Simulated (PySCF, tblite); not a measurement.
# C6H12N+: a rotation path, then NMR shifts on frames, part 2 of 2

tblite 0.8.0 and PySCF 2.14.0. Atoms count from 0. The steps go on from the part before.

### 6 Nuclear shieldings: image 6, PBE0/pcSseg-1

The job: settings as JSON, then the geometry in Å.

```
{"job": {"kind": "nmr", "xc": "PBE0", "basis": "pcSseg-1", "pop": false}, "charge": 1, "multiplicity": 1}
C      2.410000    -1.622100    -1.662300
C      1.609700    -0.560800    -1.116800
C      0.930000     0.318100    -0.660900
C      0.165600     1.372000    -0.025800
N     -0.915700     0.825600     0.879000
C     -0.519300    -0.455100     1.493900
C     -2.200400     0.692400     0.169900
H      3.206000    -1.883100    -0.966000
H      2.854600    -1.306300    -2.604000
H      1.793000    -2.501500    -1.842300
H      0.842200     1.989100     0.573000
H     -0.303600     2.007000    -0.781900
H     -1.052800     1.500600     1.637700
H     -1.261700    -0.764700     2.226100
H     -0.437700    -1.216200     0.719900
H      0.448600    -0.357200     1.982000
H     -2.072600     0.039300    -0.691600
H     -2.552400     1.665800    -0.168700
H     -2.953200     0.266400     0.831300
```

Level: GIAO PBE0/pcSseg-1 NMR shielding, non-relativistic, gas phase.

Standard output:

```text
coarse grid: 15024 points
cycle   1  E = -289.8068423210  dE =  1.074e+00  |g| = 5.027e-01  |ddm| = 4.120e+00
cycle   2  E = -289.7620711111  dE =  4.477e-02  |g| = 6.922e-01  |ddm| = 1.255e+00
cycle   3  E = -289.8661469973  dE = -1.041e-01  |g| = 1.380e-01  |ddm| = 6.754e-01
cycle   4  E = -289.8689754104  dE = -2.828e-03  |g| = 8.293e-02  |ddm| = 1.548e-01
cycle   5  E = -289.8705740351  dE = -1.599e-03  |g| = 1.529e-02  |ddm| = 6.398e-02
cycle   6  E = -289.8706256486  dE = -5.161e-05  |g| = 3.492e-03  |ddm| = 1.461e-02
cycle   7  E = -289.8706284950  dE = -2.846e-06  |g| = 4.381e-04  |ddm| = 3.798e-03
final grid: 142704 points
cycle   8  E = -289.9110319946  dE = -4.656e-05  |g| = 8.352e-03  |ddm| = 4.663e-02
cycle   9  E = -289.9110318115  dE =  1.831e-07  |g| = 8.506e-03  |ddm| = 1.417e-02
cycle  10  E = -289.9110496610  dE = -1.785e-05  |g| = 7.636e-04  |ddm| = 7.003e-03
cycle  11  E = -289.9110497639  dE = -1.029e-07  |g| = 3.686e-04  |ddm| = 8.269e-04
cycle  12  E = -289.9110497910  dE = -2.713e-08  |g| = 1.447e-04  |ddm| = 3.424e-04
cycle  13  E = -289.9110497958  dE = -4.748e-09  |g| = 3.765e-05  |ddm| = 1.376e-04
cycle  14  E = -289.9110497961  dE = -2.981e-10  |g| = 6.814e-06  |ddm| = 3.137e-05
converged SCF energy = -289.9110497961

GIAO shielding tensors (ppm)
atom      isotropic    diamagn.    paramagn.     s11        s22        s33       span
  0 C      182.654     254.674     -72.020    173.515    174.741    199.706     26.191
  1 C       74.299     267.743    -193.444    -22.198     -0.551    245.647    267.845
  2 C      121.739     264.484    -142.744     43.556     46.794    274.869    231.313
  3 C      134.070     253.051    -118.980    104.324    119.669    178.219     73.895
  4 N      203.519     325.358    -121.839    192.402    202.510    215.646     23.244
  5 C      143.087     252.183    -109.095    120.447    129.319    179.496     59.048
  6 C      141.335     248.381    -107.045    106.348    130.037    187.621     81.273
  7 H       29.255      28.036       1.219     24.068     27.365     36.331     12.263
  8 H       29.145      26.074       3.072     23.979     26.808     36.649     12.670
  9 H       29.350      30.452      -1.102     24.136     27.814     36.100     11.964
 10 H       27.109      29.907      -2.797     21.340     26.736     33.252     11.913
 11 H       27.552      30.759      -3.207     22.277     27.426     32.954     10.676
 12 H       27.315      31.159      -3.845     21.568     22.537     37.840     16.271
 13 H       28.688      30.142      -1.454     24.253     26.452     35.360     11.107
 14 H       27.963      33.267      -5.304     23.534     28.299     32.055      8.521
 15 H       28.584      31.804      -3.220     24.087     26.242     35.423     11.335
 16 H       28.370      30.665      -2.295     24.270     27.268     33.573      9.303
 17 H       28.635      28.247       0.387     24.320     25.645     35.939     11.619
 18 H       28.673      28.053       0.620     24.037     26.279     35.703     11.666
```

Wall time 16 s (1 thread of Intel Xeon 6975P-C, shared host); peak memory 0.84 GiB.

In short: δ C1 112.6, C2 65.2, C3 52.9, C6 45.6, H10 4.61, H12 4.40 ppm.

### 7 Shielding tensors: image 8, PBE0/pcSseg-1

The job: settings as JSON, then the geometry in Å.

```
{"job": {"kind": "nmr", "xc": "PBE0", "basis": "pcSseg-1", "pop": false}, "charge": 1, "multiplicity": 1}
C      2.160200    -1.571600    -1.952100
C      1.492700    -0.549800    -1.194700
C      0.936900     0.303600    -0.558400
C      0.288500     1.357600     0.195000
N     -0.936800     0.853800     0.899000
C     -0.590800    -0.197800     1.871100
C     -1.937800     0.376600    -0.071000
H      2.913700    -2.061200    -1.337400
H      2.645300    -1.124200    -2.818100
H      1.442500    -2.314200    -2.297700
H      0.979600     1.758700     0.942300
H     -0.006600     2.166700    -0.479700
H     -1.341100     1.643300     1.413800
H     -1.485700    -0.557900     2.374600
H     -0.115500    -1.025700     1.346500
H      0.102200     0.188600     2.616400
H     -1.505400    -0.431600    -0.659400
H     -2.228000     1.182800    -0.742600
H     -2.823500     0.011600     0.445000
```

With the program's defaults for keys left out, this is: GIAO PBE0/pcSseg-1 NMR shielding, non-relativistic, gas phase.

Standard output:

```text
coarse grid: 15024 points
cycle   1  E = -289.8115331542  dE =  1.083e+00  |g| = 5.013e-01  |ddm| = 4.150e+00
cycle   2  E = -289.7696238698  dE =  4.191e-02  |g| = 6.825e-01  |ddm| = 1.197e+00
cycle   3  E = -289.8705552686  dE = -1.009e-01  |g| = 1.365e-01  |ddm| = 6.156e-01
cycle   4  E = -289.8733265292  dE = -2.771e-03  |g| = 8.158e-02  |ddm| = 1.519e-01
cycle   5  E = -289.8748724101  dE = -1.546e-03  |g| = 1.511e-02  |ddm| = 6.286e-02
cycle   6  E = -289.8749227045  dE = -5.029e-05  |g| = 3.478e-03  |ddm| = 1.490e-02
cycle   7  E = -289.8749255283  dE = -2.824e-06  |g| = 4.133e-04  |ddm| = 3.824e-03
final grid: 142704 points
cycle   8  E = -289.9159048789  dE = -5.071e-05  |g| = 8.396e-03  |ddm| = 5.399e-02
cycle   9  E = -289.9159051080  dE = -2.291e-07  |g| = 8.443e-03  |ddm| = 1.519e-02
cycle  10  E = -289.9159227256  dE = -1.762e-05  |g| = 9.818e-04  |ddm| = 7.211e-03
cycle  11  E = -289.9159229016  dE = -1.760e-07  |g| = 4.769e-04  |ddm| = 9.998e-04
cycle  12  E = -289.9159229537  dE = -5.213e-08  |g| = 1.226e-04  |ddm| = 4.357e-04
cycle  13  E = -289.9159229569  dE = -3.214e-09  |g| = 3.784e-05  |ddm| = 1.202e-04
cycle  14  E = -289.9159229572  dE = -2.833e-10  |g| = 6.525e-06  |ddm| = 2.940e-05
converged SCF energy = -289.9159229572

GIAO shielding tensors (ppm)
atom      isotropic    diamagn.    paramagn.     s11        s22        s33       span
  0 C      182.646     255.235     -72.590    173.379    174.822    199.737     26.358
  1 C       75.114     267.957    -192.843    -23.853     -0.095    249.289    273.141
  2 C      121.991     265.534    -143.543     44.761     46.011    275.201    230.440
  3 C      134.350     251.963    -117.613    111.523    116.053    175.474     63.951
  4 N      199.067     324.556    -125.489    189.964    196.294    210.944     20.980
  5 C      143.927     251.020    -107.093    113.571    130.745    187.464     73.893
  6 C      143.736     251.037    -107.302    113.125    130.626    187.456     74.331
  7 H       29.212      28.309       0.903     23.996     27.257     36.382     12.386
  8 H       29.119      26.278       2.841     23.944     26.883     36.530     12.586
  9 H       29.349      30.514      -1.165     24.115     27.785     36.149     12.034
 10 H       27.417      29.903      -2.487     22.133     26.610     33.507     11.374
 11 H       27.412      29.956      -2.544     22.143     26.618     33.475     11.332
 12 H       27.375      30.147      -2.772     21.820     22.339     37.965     16.145
 13 H       28.711      29.221      -0.510     24.217     26.317     35.598     11.380
 14 H       27.791      31.972      -4.180     23.002     28.509     31.863      8.861
 15 H       28.790      29.780      -0.990     24.556     25.575     36.239     11.683
 16 H       27.832      31.967      -4.135     23.081     28.516     31.898      8.817
 17 H       28.781      29.768      -0.987     24.546     25.584     36.212     11.666
 18 H       28.706      29.213      -0.506     24.217     26.304     35.598     11.381
```

Run time: 16 s. Hardware: 1 thread of Intel Xeon 6975P-C, shared host; peak memory 0.84 GiB.

This run: δ C1 111.8, C2 64.9, C3 52.6, C6 43.2, H12 4.34, H11 4.31 ppm.

### 8 Comparing the runs: NMR shifts

Shifts (ppm) of some atoms, chosen among heavy atoms and hydrogens apart, with basis size and wall time:

```
  frame     C1    C2    C6    C5   H15   H14    N4  functions  time
image 0  109.5  68.6  44.2  43.9  4.19  2.68  77.4        179  22 s
image 2  112.5  68.4  45.1  43.8  4.40  2.70  69.4        179  16 s
image 4  113.8  67.3  47.3  44.8  3.91  3.23  61.7        179  16 s
image 6  112.6  65.2  45.6  43.8  3.13  3.75  64.2        179  16 s
image 8  111.8  64.9  43.2  43.0  2.93  3.93  68.7        179  16 s
```

### 9 Summary of results

What follows sums up all 2 parts.

| quantity | value |
| --- | --- |
| barrier | 0.200 eV (4.6 kcal/mol) at image 4 |
| end to end (GFN2-xTB) | 0.018 eV |
| 13C shifts against TMS (PBE0/pcSseg-1, image 0) | 109.5, 68.6, 53.3, 44.2, 43.9, 4.2 ppm |
| 1H shifts against TMS (PBE0/pcSseg-1, image 0) | 4.30, 4.19, 4.09, 3.87, 3.26, 3.25, 3.15, 2.98, 2.68, 2.54, 2.43, 2.34 ppm |
| 15N shifts against NH3 (PBE0/pcSseg-1, image 0) | 77.4 ppm |
| range of the shift of N4 | 61.7 to 77.4 ppm |

What this shows: Along the band the dihedral turns by 128°, and the top (dihedral 232°) lies 4.6 kcal/mol above the start (GFN2-xTB, rough), so at room temperature this motion is fast. Ends this close can change order at a higher level. The top was not checked by a frequency run. Shifts at one fixed geometry are not the observed spectrum, which averages over the motion. In the first frame run (image 0): Shielding is most anisotropic at C1 (span 264 ppm, paramagnetic term -191 ppm). At PBE0/pcSseg-1, counted by nearest atom on the grid, the HOMO lies on C1, C2 about 38 % each; H7 7 %, the LUMO on H12 26 %; C1 12 %. Across the 5 runs the shift of N4 moves most, between 61.7 (image 4) and 77.4 ppm (image 0).
